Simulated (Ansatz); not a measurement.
# InF3 (SMILES [F][In]([F])[F]): PBE/def2-SVPD (core potential)

What is the vertical ionisation energy of InF3 at PBE/def2-SVPD (core potential)? 

The results are computed with Ansatz 0.2.0.

27 further runs of the same task are left out: 27 set aside as unsound or not needed. Runs told in other sessions of the task aren't counted.

### Step 1. The system as given

InF3: 4 atoms, total charge 0, spin state singlet. As SMILES, `[F][In]([F])[F]`. The coordinates come from a PBE0-D4/def2-TZVP relaxation.

Bond lengths: F1–In2 1.918 Å, In2–F3 1.918 Å, In2–F4 1.918 Å. Angles: F1–In2–F3 120.0°, F1–In2–F4 120.0°, F3–In2–F4 120.0°.

### Step 2. The energy at PBE/def2-SVPD (core potential)

Contents of input.yaml:

```yaml
basis:
  gaussian:
    orbitals: def2-SVPD
crystal:
  periodic: [false, false, false]
  atoms:
    - {symbol: F, position_ang: [-1.305700, -0.375500, 1.339800]}
    - {symbol: In, position_ang: [0.013900, -0.015100, -0.005100]}
    - {symbol: F, position_ang: [1.768100, -0.777100, 0.143700]}
    - {symbol: F, position_ang: [-0.421000, 1.107400, -1.498700]}
accuracy: high
hamiltonian:
  xc: pbe
magnetization:
  spin_polarized: false
output: {orbitals: {seedname: orbitals}}
```

Command:

```sh
$ ansatz run input.yaml --threads 1 --pin off --max-ram 2610MiB --events-out events.jsonl --progress --plain --runs-dir runs
```

Log:

```text
Warning: RAYON_NUM_THREADS=1 ignored (pool sized by the plan → 1); use --threads N
Functional definition: PBE
  name "PBE"
  parameter kappa = 0.804
  parameter beta = 0.06672455060314922
  exchange = pbe_x(kappa = kappa, mu = beta*pi^2/3)
  correlation = pbe_c(beta = beta)
2116 factors; integrals over basis functions are off by at most 1.3e-8 eV
mean field evaluation 1: about -13304.0345 eV, gradient 7.2e1 eV
mean field evaluation 2: about -13232.3276 eV, gradient 2.1e2 eV
mean field evaluation 4: about -13312.9740 eV, gradient 2.2e0 eV
mean field evaluation 8: about -13312.9816 eV, gradient 4.0e-1 eV
mean field evaluation 16: about -13312.9819 eV, gradient 7.9e-6 eV
mean field -13312.98187473 eV, -489.2430600331 hartree, gradient 4.6e-8 eV, S^2 0.000000; 0 other end points of the search recorded, 0 dependent functions left out
reference -13312.98187953 eV, -489.2430602095 hartree; 24, 24 occupied and 77, 77 virtual orbitals, 2116 factors
Total energy: -13312.98187953 eV, -489.2430602095 hartree
```

It took 6.9 s on 1 thread of Arm Neoverse V1, shared host; peak memory 0.26 GiB.

### Step 3. The doublet cation

Contents of input.yaml:

```yaml
crystal:
  periodic: [false, false, false]
  atoms:
    - {symbol: F, position_ang: [-1.305700, -0.375500, 1.339800]}
    - {symbol: In, position_ang: [0.013900, -0.015100, -0.005100]}
    - {symbol: F, position_ang: [1.768100, -0.777100, 0.143700]}
    - {symbol: F, position_ang: [-0.421000, 1.107400, -1.498700]}
basis:
  gaussian: {orbitals: def2-SVPD}
hamiltonian: {xc: pbe}
output: {orbitals: {seedname: orbitals}}
total_charge: 1
accuracy: high
magnetization: {spin_polarized: true, initial_magnetization: 1}
```

Command:

```sh
$ ansatz run input.yaml --threads 1 --pin off --max-ram 2610MiB --events-out events.jsonl --progress --plain --runs-dir runs
```

Log (excerpt; [...] marks lines left out):

```text
Warning: RAYON_NUM_THREADS=1 ignored (pool sized by the plan → 1); use --threads N
[... 2 set-up lines as earlier in the session ...]
[...]
2116 factors; integrals over basis functions are off by at most 1.3e-8 eV
[...]
mean field -13300.03511596 eV, -488.7672754240 hartree, gradient 1.3e-8 eV, S^2 0.753657; 19 other end points of the search recorded, 0 dependent functions left out
reference -13300.03512159 eV, -488.7672756308 hartree; 24, 23 occupied and 77, 78 virtual orbitals, 2116 factors
Total energy: -13300.03512159 eV, -488.7672756308 hartree
```

It took 77 s on 1 thread of Arm Neoverse V1, shared host; peak memory 0.35 GiB.

### Step 4. Results

Level: PBE/def2-SVPD (core potential).

| quantity | value |
| --- | --- |
| singlet InF3: total energy | -489.24306 Eh |
| singlet InF3: HOMO energy | -9.39 eV |
| singlet InF3: LUMO energy | -4.55 eV |
| singlet InF3: HOMO–LUMO gap | 4.85 eV |
| doublet cation: total energy | -488.76728 Eh |
| doublet cation: HOMO energy (highest over α and β) | -16.60 eV |
| doublet cation: LUMO energy (lowest over α and β) | -16.54 eV |
| doublet cation: ⟨S²⟩ | 0.754 |
| vertical ionisation energy (to the doublet cation) | 12.947 eV |

What this shows: The vertical ionisation energy comes to 12.95 eV (1249 kJ/mol). −ε(HOMO) before ionisation, 9.39 eV, is 3.55 eV below this ionisation energy.
